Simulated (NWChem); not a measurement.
# C2H3BF2O2 (SMILES CC(=O)OB(F)F): levels of theory compared

We compute a comparison of 3 runs (HF/STO-3G, HF/3-21G, B3LYP/6-31G*) of C2H3BF2O2. 

Program for the calculation: NWChem 7.3.0.

**1. The system as given**

C2H3BF2O2: 10 atoms, total charge 0, spin state singlet. SMILES: `CC(=O)OB(F)F`. Geometry: relaxed at PBE0-D4/def2-TZVP. This is one conformer, not always the lowest.

Bond lengths: C1–C2 1.491 Å, C2–O3 1.190 Å, C2–O4 1.375 Å, O4–B5 1.365 Å, B5–F6 1.313 Å, B5–F7 1.315 Å, C1–H8 1.092 Å, C1–H9 1.092 Å, C1–H10 1.087 Å. Some angles: C1–C2–O3 126.8°, C1–C2–O4 110.9°, O3–C2–O4 122.2°, C2–O4–B5 124.2°, O4–B5–F6 123.3°, O4–B5–F7 117.6°, F6–B5–F7 119.0°, C2–C1–H8 109.6°, C2–C1–H9 109.6°, C2–C1–H10 109.8°.

**2. Energy and forces at HF/STO-3G (run 1)**

Input file run.py:

```python
from ase import Atoms
from ase.calculators.nwchem import NWChem

mol = Atoms(['C', 'C', 'O', 'O', 'B', 'F', 'F', 'H', 'H', 'H'], positions=[
    [0.384300, 0.043400, 1.608300],
    [0.594100, 0.056100, 0.132200],
    [1.570300, 0.414100, -0.446800],
    [-0.499600, -0.458200, -0.523000],
    [-0.831200, -0.161000, -1.813400],
    [-0.453900, 0.940800, -2.419100],
    [-1.633300, -0.991900, -2.442700],
    [0.145300, -0.970500, 1.934900],
    [-0.471100, 0.673100, 1.862200],
    [1.278300, 0.403000, 2.110500],
])

calc = NWChem(
    label='c2h3bf2o2',
    theory='scf',
    memory='2200 mb',
    basis='STO-3G',
    basispar='spherical bse',
    scf={'nopen': '0', 'rhf': None, 'thresh': '1e-08', 'maxiter': '80', 'print': 'low'},
)
mol.calc = calc

forces = mol.get_forces()
print(f"energy = {mol.get_potential_energy():.6f} eV")
print("forces (eV/A):")
for s, f in zip(mol.symbols, forces):
    print(f"{s:2s} {f[0]:10.5f} {f[1]:10.5f} {f[2]:10.5f}")
```

The run is started by

```sh
export ASE_NWCHEM_COMMAND="nwchem PREFIX.nwi > PREFIX.nwo"
python run.py
```

Log:

```text
energy = -12105.442812 eV
forces (eV/A):
C    -0.54713   -0.14064    1.93188
C    -1.41930   -0.37800   -0.01779
O     2.45443    0.93881   -1.50142
O    -0.87253   -0.53895   -0.51761
B    -0.21993   -0.04438   -0.35749
F     0.07564   -0.19309    0.17226
F     0.19875    0.24297    0.19751
H     0.18527    0.21381    0.00684
H     0.28539   -0.04736    0.01368
H    -0.14054   -0.05317    0.07215
```

The calculator wrote c2h3bf2o2.nwi:

```
title "c2h3bf2o2"

permanent_dir c2h3bf2o2

scratch_dir c2h3bf2o2

start c2h3bf2o2

geometry units angstrom nocenter noautosym noautoz
  C  3.8429999999999997e-01 4.3400000000000001e-02 1.6083000000000001e+00
  C  5.9409999999999996e-01 5.6099999999999997e-02 1.3220000000000001e-01
  O  1.5703000000000000e+00 4.1410000000000002e-01 -4.4679999999999997e-01
  O  -4.9959999999999999e-01 -4.5820000000000000e-01 -5.2300000000000002e-01
  B  -8.3120000000000005e-01 -1.6100000000000000e-01 -1.8133999999999999e+00
  F  -4.5390000000000003e-01 9.4079999999999997e-01 -2.4190999999999998e+00
  F  -1.6333000000000000e+00 -9.9190000000000000e-01 -2.4426999999999999e+00
  H  1.4530000000000001e-01 -9.7050000000000003e-01 1.9349000000000001e+00
  H  -4.7110000000000002e-01 6.7310000000000003e-01 1.8622000000000001e+00
  H  1.2783000000000000e+00 4.0300000000000002e-01 2.1105000000000000e+00
end

memory 2200 mb

basis spherical bse noprint
   * library STO-3G
end

scf
  nopen 0
  rhf
  thresh 1e-08
  maxiter 80
  print low
end

task scf gradient
```

c2h3bf2o2.nwo:

```text
Northwest Computational Chemistry Package (NWChem) 7.3.0
             --------------------------------------------------------

           Job information
           ---------------

    nwchem branch   = 7.3.0
    use scalapack   = T
    input           = c2h3bf2o2.nwi
    prefix          = c2h3bf2o2.
    data base       = c2h3bf2o2/c2h3bf2o2.db
    status          = startup
    nproc           =        1

           Memory information
           ------------------

[... 5 lines left out ...]
    hardfail = no
[... 113 lines left out ...]
       Final RHF  results
[... 3 lines left out ...]
      One-electron energy =  -1206.179500308840
[... 1 line left out ...]
 Nuclear repulsion energy =    295.348612756129
[... 3 lines left out ...]
                              NWChem Gradients Module
                              -----------------------

                         RHF ENERGY GRADIENTS

    atom               coordinates                        gradient
                 x          y          z           x          y          z
   1 C       0.726222   0.082014   3.039246    0.010640   0.002735  -0.037569
   2 C       1.122686   0.106014   0.249822    0.027601   0.007351   0.000346
   3 O       2.967437   0.782536  -0.844330   -0.047731  -0.018257   0.029198
[... 6 lines of this table left out ...]
  10 H       2.415637   0.761560   3.988267    0.002733   0.001034  -0.001403

 Task  times  cpu:        4.6s     wall:        4.6s
 Total times  cpu:        4.6s     wall:        4.6s
```

Wall time 6 s (1 thread of Intel Xeon 6975P-C (Granite Rapids), shared host); peak memory 0.099 GiB.

**3. Energy and gradient at HF/3-21G (run 2)**

Input file calc.xyz:

```xyz
10
C2H3BF2O2
C      0.384300     0.043400     1.608300
C      0.594100     0.056100     0.132200
O      1.570300     0.414100    -0.446800
O     -0.499600    -0.458200    -0.523000
B     -0.831200    -0.161000    -1.813400
F     -0.453900     0.940800    -2.419100
F     -1.633300    -0.991900    -2.442700
H      0.145300    -0.970500     1.934900
H     -0.471100     0.673100     1.862200
H      1.278300     0.403000     2.110500
```

Input file run.py:

```python
from ase.io import read
from ase.calculators.nwchem import NWChem

mol = read('calc.xyz')

calc = NWChem(
    label='calc',
    theory='scf',
    memory='2200 mb',
    basis='3-21G',
    basispar='spherical bse',
    scf={'nopen': '0', 'rhf': None, 'thresh': '1e-08', 'maxiter': '80'},
)
mol.calc = calc

forces = mol.get_forces()
print("Total energy (eV):", round(mol.get_potential_energy(), 6))
print("forces (eV/A):")
for s, f in zip(mol.symbols, forces):
    print(f"{s:2s} {f[0]:10.5f} {f[1]:10.5f} {f[2]:10.5f}")
print("dipole (e A):", mol.get_dipole_moment().round(4))
```

The run is started by

```sh
export ASE_NWCHEM_COMMAND="nwchem PREFIX.nwi > PREFIX.nwo"
python run.py
```

Log:

```text
Total energy (eV): -12204.601839
forces (eV/A):
C    -0.20703   -0.06335    0.46120
C     0.25896   -0.14007    1.01631
O     0.23747    0.12768   -0.48398
O     0.24729    0.30133    0.22435
B    -0.33908   -0.63846    0.42140
F     0.39518    1.04808   -0.54729
F    -0.66602   -0.65507   -0.74012
H     0.09899    0.28534   -0.11236
H     0.25912   -0.15550   -0.07492
H    -0.28483   -0.11015   -0.16455
dipole (e A): [-0.1659 -0.037   0.6327]
```

The calculator wrote calc.nwi:

```
title "calc"

permanent_dir calc

scratch_dir calc

start calc

geometry units angstrom nocenter noautosym noautoz
  C  3.8429999999999997e-01 4.3400000000000001e-02 1.6083000000000001e+00
  C  5.9409999999999996e-01 5.6099999999999997e-02 1.3220000000000001e-01
  O  1.5703000000000000e+00 4.1410000000000002e-01 -4.4679999999999997e-01
  O  -4.9959999999999999e-01 -4.5820000000000000e-01 -5.2300000000000002e-01
  B  -8.3120000000000005e-01 -1.6100000000000000e-01 -1.8133999999999999e+00
  F  -4.5390000000000003e-01 9.4079999999999997e-01 -2.4190999999999998e+00
  F  -1.6333000000000000e+00 -9.9190000000000000e-01 -2.4426999999999999e+00
  H  1.4530000000000001e-01 -9.7050000000000003e-01 1.9349000000000001e+00
  H  -4.7110000000000002e-01 6.7310000000000003e-01 1.8622000000000001e+00
  H  1.2783000000000000e+00 4.0300000000000002e-01 2.1105000000000000e+00
end

memory 2200 mb

basis spherical bse noprint
   * library 3-21G
end

scf
  nopen 0
  rhf
  thresh 1e-08
  maxiter 80
end

task scf gradient
```

calc.nwo:

```text
Northwest Computational Chemistry Package (NWChem) 7.3.0
             --------------------------------------------------------

           Job information
           ---------------

    nwchem branch   = 7.3.0
    use scalapack   = T
    input           = calc.nwi
    prefix          = calc.
    data base       = calc/calc.db
    status          = startup
    nproc           =        1

           Memory information
           ------------------

[... 5 lines left out ...]
    hardfail = no
[... 138 lines left out ...]
         Quadratically convergent ROHF
[... 15 lines left out ...]
       Final RHF  results
[... 4 lines left out ...]
      Two-electron energy =    462.029945021456
[... 46 lines left out ...]
                       ROHF Final Molecular Orbital Analysis
[... 261 lines left out ...]
                 ----------------------------------------
                 |  Time  |  1-e(secs)   |  2-e(secs)   |
                 ----------------------------------------
                 |  CPU   |       0.01   |       0.91   |
                 ----------------------------------------
                 |  WALL  |       0.01   |       0.91   |
                 ----------------------------------------

 Task  times  cpu:        5.5s     wall:        5.5s
 Total times  cpu:        5.5s     wall:        5.5s
```

Run time: 6.9 s. Hardware: 1 thread of Intel Xeon 6975P-C (Granite Rapids), shared host; peak memory 0.094 GiB.

**4. Energy and forces at B3LYP/6-31G(d) (Cartesian functions) (run 3)**

Input file c2h3bf2o2.nw:

```
start c2h3bf2o2
title "C2H3BF2O2"
memory stack 880 mb heap 220 mb global 1100 mb

geometry units angstroms noautosym nocenter noautoz
  C     0.384300    0.043400    1.608300
  C     0.594100    0.056100    0.132200
  O     1.570300    0.414100   -0.446800
  O    -0.499600   -0.458200   -0.523000
  B    -0.831200   -0.161000   -1.813400
  F    -0.453900    0.940800   -2.419100
  F    -1.633300   -0.991900   -2.442700
  H     0.145300   -0.970500    1.934900
  H    -0.471100    0.673100    1.862200
  H     1.278300    0.403000    2.110500
end

basis
  * library 6-31G*
end

dft
  xc b3lyp
  grid fine
  convergence energy 1e-08
  iterations 100
  mulliken
  print medium
end

task dft gradient
```

The run is started by

```sh
nwchem c2h3bf2o2.nw > c2h3bf2o2.out
```

Log:

```text
[...]
          Wavefunction type:  closed shell.
          No. of atoms     :    10
          No. of electrons :    54
[...]
          Charge           :     0
          Spin multiplicity:     1
[...]
          AO basis - number of functions:   111
[...]
              XC Information
              --------------
                         B3LYP Method XC Potential
                     Hartree-Fock (Exact) Exchange  0.200
                        Slater Exchange Functional  0.800 local
                    Becke 1988 Exchange Functional  0.720 non-local
              Lee-Yang-Parr Correlation Functional  0.810
                  VWN I RPA Correlation Functional  0.190 local
[...]
 d= 0,ls=0.0,diis     1   -452.9752785559 -7.48D+02  1.82D-02  1.91D+00     3.2
[...]
 d= 0,ls=0.0,diis    11   -453.1817122523 -4.51D-09  3.50D-07  2.76D-09    29.0
         Total DFT energy =     -453.181712252258
      One electron energy =    -1210.423601212275
           Coulomb energy =      516.184455974162
    Exchange-Corr. energy =      -54.291179770275
 Nuclear repulsion energy =      295.348612756129
[...]
  wavefunction    = closed shell
[...]
```

Run time: 38 s. Hardware: 1 thread of Intel Xeon 6975P-C (Granite Rapids), shared host; peak memory 0.12 GiB.

**5. All runs side by side**

| run | level | Cartesian functions | iteration cap | energy (Eh) | largest force (eV/Å) | wall time |
| --- | --- | --- | --- | --- | --- | --- |
| 1 | HF/STO-3G | no | 80 | -444.866822 | 3.027 | 6 s |
| 2 | HF/3-21G | no | 80 | -448.510849 | 1.247 | 6.9 s |
| 3 | B3LYP/6-31G* (Cartesian functions) | yes | 100 | -453.181712 | 1.143 | 38 s |

**6. Results**

| quantity | value |
| --- | --- |
| run 3: total energy | -453.18171 Eh |
| run 3: dipole moment | 2.64 D |
| run 3: HOMO energy | -8.03 eV |
| run 3: LUMO energy | -0.52 eV |
| run 3: HOMO–LUMO gap | 7.51 eV |
| run 3: largest force on an atom | 1.143 eV/Å |

**Reading.** In run 1 the basis is minimal, so the values are rough. All runs together took 50 s, the longest 38 s.
